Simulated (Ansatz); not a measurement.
# V: the cost of one run

Computed with Ansatz 0.2.0 (DFT LDA, scalar-relativistic, plane waves, PAW, unless a step's input says otherwise).

### Step 1. The system as given

Symmetry: Im-3m, No. 229, cubic system. Conventional cell: a = 2.926 Å, b = 2.926 Å, c = 2.926 Å, α = 90.00°, β = 90.00°, γ = 90.00°. V (site symmetry m-3m) has 8 V at 2.53 Å as nearest neighbours.

As a file:

```
CELL_PARAMETERS angstrom
-1.46292 1.46292 1.46292
1.46292 -1.46292 1.46292
1.46292 1.46292 -1.46292
ATOMIC_POSITIONS crystal
V 0.00000 0.00000 0.00000
```

This cell comes from an earlier session at LDA: 12.523 Å³/atom at 0.01 GPa, on a 20×20×20 mesh.

### Step 2. Ferromagnetic, larger cell

input.yaml reads:

```yaml
crystal:
  lattice:
    - [2.9258449976, 0.0, 0.0]
    - [0.0, 2.9258449976, 0.0]
    - [0.0, 0.0, 2.9258449976]
  atoms:
    - { symbol: V, position: [0.0, 0.0, 0.0], spin: 1.0 }
    - { symbol: V, position: [0.5, 0.5, 0.5], spin: 1.0 }
basis:
  ecutwfc: 420
  ecutrho_ratio: 4
kpoints:
  mp_grid: { grid: [12, 12, 12] }
hamiltonian:
  xc: lda
scf:
  occupations: { method: gaussian, width: 0.05 }
  lower_state_search: "off"
output:
  forces: true
  stress: true
  eigenvalues: true
  populations: true
magnetization:
  spin_polarized: true
```

On the command line:

```
> ansatz run input.yaml --threads 1 --pin off --max-ram 2560MiB --backend cpu --events-out ev --progress --plain --runs-dir out
```

Q: Estimate wall time and peak memory on 1 thread of Arm Neoverse N1, shared host.

About 14 s, with a peak of 0.32 GiB.
